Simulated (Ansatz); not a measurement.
**[VO(NH3)4]2+ (H12N4OV (+2)): the relaxed shape and its frontier levels**

Aim: characterise [VO(NH3)4]2+ (H12N4OV (+2)) as a doublet: its structure, frontier levels and distribution of charge and spin.

Method: UKS PBE0-D4/def2-TZVP; program: Ansatz 0.2.0, Gaussian basis.

Levels to be run: relaxation at PBE-D4/def2-SVP; a search for the lowest solution at PBE-D4/def2-SVP; a single point at PBE0-D4/def2-TZVP.

3 further runs of the same task are left out: 1 that didn't finish, 2 set aside as unsound or not needed. Runs told in other sessions of the task aren't counted.

### 1 The system as given

18 atoms, charge 2, spin multiplicity 2.

Atoms are counted from 1 here; the program's logs count them from 0.

Bond lengths: V1–O2 1.511 Å, V1–N3 2.079 Å, V1–N7 2.078 Å, V1–N11 2.078 Å, V1–N15 2.078 Å, N3–H4 1.027 Å, N3–H5 1.025 Å, N3–H6 1.025 Å, N7–H8 1.025 Å, N7–H9 1.025 Å, N7–H10 1.027 Å, N11–H12 1.026 Å, N11–H13 1.027 Å, N11–H14 1.026 Å, N15–H16 1.025 Å, N15–H17 1.027 Å, N15–H18 1.025 Å. Angles: O2–V1–N3 100.7°, O2–V1–N7 100.8°, O2–V1–N11 100.7°, O2–V1–N15 101.0°, N3–V1–N7 88.0°, N3–V1–N11 158.6°, N3–V1–N15 88.0°, N7–V1–N11 88.0°, N7–V1–N15 158.2°, N11–V1–N15 87.9°, V1–N3–H4 107.8°, V1–N3–H5 115.2°, V1–N3–H6 114.9°, H4–N3–H5 106.9°, H4–N3–H6 104.7°, H5–N3–H6 106.5°, V1–N7–H8 115.1°, V1–N7–H9 115.0° and more.

Formally the metal is d1. No spin-orbit coupling is included. The ion is computed in the gas phase, without counter-ions or solvent.

The start is a GFN2-xTB (ALPB water) geometry.

### 2 Relaxation at PBE-D4/def2-SVP

Input file in.yaml:

```yaml
crystal:
  periodic: [false, false, false]
  atoms:
    - {symbol: V, position_ang: [0.001530, 0.000590, 0.287940]}
    - {symbol: O, position_ang: [0.009420, 0.000510, 1.799070]}
    - {symbol: N, position_ang: [2.042170, -0.008890, -0.109450]}
    - {symbol: H, position_ang: [2.504570, 0.562050, 0.607880]}
    - {symbol: H, position_ang: [2.311860, 0.379500, -1.019350]}
    - {symbol: H, position_ang: [2.491030, -0.928150, -0.040270]}
    - {symbol: N, position_ang: [0.007880, 2.041100, -0.102550]}
    - {symbol: H, position_ang: [-0.392410, 2.311670, -1.007000]}
    - {symbol: H, position_ang: [0.928200, 2.489930, -0.046270]}
    - {symbol: H, position_ang: [-0.553190, 2.502240, 0.623260]}
    - {symbol: N, position_ang: [-2.042870, 0.008170, -0.086010]}
    - {symbol: H, position_ang: [-2.490890, 0.929500, -0.039710]}
    - {symbol: H, position_ang: [-2.493430, -0.540380, 0.656380]}
    - {symbol: H, position_ang: [-2.326880, -0.408130, -0.979320]}
    - {symbol: N, position_ang: [-0.009780, -2.039390, -0.107710]}
    - {symbol: H, position_ang: [-0.935090, -2.481090, -0.113760]}
    - {symbol: H, position_ang: [0.497600, -2.500120, 0.657250]}
    - {symbol: H, position_ang: [0.450310, -2.319100, -0.980390]}
basis:
  gaussian: {orbitals: def2-SVP}
total_charge: 2
magnetization: {spin_polarized: true, initial_magnetization: 1}
hamiltonian: {xc: pbe, dispersion: d4}
scf: {lower_state_search: "off"}
output: {orbitals: {seedname: orbitals}}
relax: {f_tol: 0.02, max_steps: 100}
```

Run with:

```
$ ansatz run in.yaml --threads 4 --pin off --events-out ev --progress --plain --max-ram 8704MiB
```

After this run come: Searching for the lowest solution, PBE-D4/def2-SVP; Single point, PBE0-D4/def2-TZVP.

**Question.** What will the summary of the whole plan be? Wanted: point group; near neighbours of the metal; HOMO, LUMO at PBE0-D4/def2-TZVP; ⟨S²⟩; charge on the metal; spin on the metal.

The runs gave:

```
                                         quantity                                     value
                                      point group                                        C4
                     near neighbours of the metal  O 1.54, N 2.16, N 2.16, N 2.16, N 2.16 Å
HOMO, LUMO at PBE0-D4/def2-TZVP (over both spins)                         -16.51, -10.30 eV
                                             ⟨S²⟩                                     0.770
charge on the metal (Mulliken, PBE0-D4/def2-TZVP)                                   +0.97 e
                     spin on the metal (Mulliken)                                      1.29
```

What this shows: The molecule keeps its bonding pattern by the stored test; the atoms moved 0.09 Å (rms). The metal has 5 near neighbours by the distance rule, from 1.54 to 2.16 Å. Of 1 unpaired electron, 1.29 sit on the metal by Mulliken's count, more than all: the ligands carry opposite spin. The Mulliken charge of the metal, +0.97 e, depends on the basis and isn't its oxidation state. No usable vibrations, so a minimum isn't proven. The alpha HOMO lies nearest to V1 89 % and the alpha LUMO to V1 65 %; O2 27 %. Whether this spin is the lowest isn't tested here.
